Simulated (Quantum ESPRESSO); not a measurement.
# SiNi3: single point with PBE

SiNi3:

```
Ni Si
1.0
     3.54200    0.00000    0.00000
     0.00000    3.54200    0.00000
     0.00000    0.00000    3.54200
Ni Si
3 1
Direct
  0.50000 0.50000 0.00000
  0.50000 0.00000 0.50000
  0.00000 0.50000 0.50000
  0.00000 0.00000 0.00000
```

```yaml
Program: Quantum ESPRESSO 7.5
Task: single point
Functional: PBE
Potentials_or_basis: SSSP 1.3 efficiency PBE
Cutoff: 748 eV
Density_cutoff: 5987 eV
k_mesh: 8 × 8 × 8
Occupations: fermi-dirac, width 0.05 eV
Spin: collinear spin, ferromagnetic start
Starting_moments: "[1.0, 1.0, 1.0, 0.0] μB"
Mixing_beta: 0.3
Most_SCF_iterations: 120
SCF_threshold: 8e-10 Ry
```

The pressure is -6.0 GPa. The band gap on the k mesh is none (metal or under the smearing width). The net moment is 0.00 μB per cell and the absolute moment is 0.00 μB per cell. The valence electrons inside the program's atomic spheres are Ni 16.80; Si 2.10.

Levels at points of the mesh, in eV from the Fermi level:
Spin up:
```
              k point  band 26  band 27  band 28  band 29  band 30  band 31  band 32  band 33
   (0.00, 0.00, 0.00)    -0.61    -0.61    -0.28     0.03     0.03     0.03     4.50     6.14
  (0.00, 0.00, -0.50)    -1.26    -1.10    -0.55     0.03     3.47     3.47     4.89     5.15
 (0.00, -0.50, -0.50)    -1.39    -1.06    -0.97    -0.92     0.61     0.61     5.39     6.13
(-0.50, -0.50, -0.50)    -1.19    -1.19    -0.41    -0.20    -0.20    -0.20     1.08     3.84
```
Spin down:
```csv
k point,band 25,band 26,band 27,band 28,band 29,band 30,band 31,band 32,band 33,band 34
"(0.00, 0.00, 0.00)",-0.90,-0.61,-0.61,-0.28,0.03,0.03,0.03,4.50,6.14,6.14
"(0.00, 0.00, -0.50)",-1.26,-1.26,-1.10,-0.55,0.03,3.47,3.47,4.89,5.15,5.15
"(0.00, -0.50, -0.50)",-1.39,-1.39,-1.06,-0.97,-0.92,0.61,0.61,5.39,6.13,7.51
"(-0.50, -0.50, -0.50)",-1.40,-1.19,-1.19,-0.41,-0.20,-0.20,-0.20,1.08,3.84,3.84
```

Wall time 73 s on 2 MPI ranks on Arm Neoverse V2 (shared host), peak memory 0.38 GiB a rank.
